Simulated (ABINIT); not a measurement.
The system is ScTaN.

```
CELL_PARAMETERS angstrom
3.08507 0.00000 0.00000
-1.54253 2.67175 0.00000
0.00000 0.00000 10.34014
ATOMIC_POSITIONS crystal
Ta 0.33333 0.66667 0.24563
Ta 0.66667 0.33333 0.75437
Sc 0.00000 0.00000 0.00000
Sc 0.00000 0.00000 0.50000
N 0.33333 0.66667 0.62984
N 0.66667 0.33333 0.37016
```

The cell comes from a database or a generator and needn't be the stable form of this composition.

| Property | Result |
| --- | --- |
| Program | ABINIT 10.8.3 (patched build) |
| Task | single point |
| Functional | PBE |
| Potentials or basis | JTH PAW PBE v2.0 |
| Cutoff | 707 eV |
| k mesh | 10 × 10 × 3 |
| Occupations | fermi-dirac, width 0.05 eV |
| Spin | no spin polarisation |

On this cell: pressure -0.5 GPa; largest force 0.018 eV/Å; band gap on the k mesh none (metal or under the smearing width).

The same run follows on a disturbed copy (atoms moved at random, drawn with an rms of 0.05 Å):

```xyz
6
Lattice="3.0851 0.0000 0.0000 -1.5425 2.6717 0.0000 0.0000 0.0000 10.3401" Properties=species:S:1:pos:R:3 pbc="T T T"
Ta   -0.0001    1.7560    2.5737
Ta    1.5466    0.8995    7.7262
Sc    0.0739   -0.0148   -0.0336
Sc    0.0415   -0.0487    5.1577
N     0.0179    1.8173    6.5428
N     1.5464    0.8351    3.8522
```

Problem. What does the disturbed cell give?

Solution. The energy (extrapolated to zero smearing) moves by +19.9 meV/atom; pressure 1.8 GPa; largest force 1.457 eV/Å; band gap on the k mesh none (metal or under the smearing width).

Forces on the atoms (eV/Å):
```
Ta   0.089 -0.171 -0.477
Ta   0.156  0.191  1.436
Sc  -0.173  0.016  0.141
Sc  -0.305  0.288  0.185
N    0.032 -0.614 -1.104
N    0.201  0.290 -0.181
```

Stress tensor (GPa, compression positive):
```
 1.68 -0.02 -0.09
-0.02  2.16 -0.36
-0.09 -0.36  1.69
```
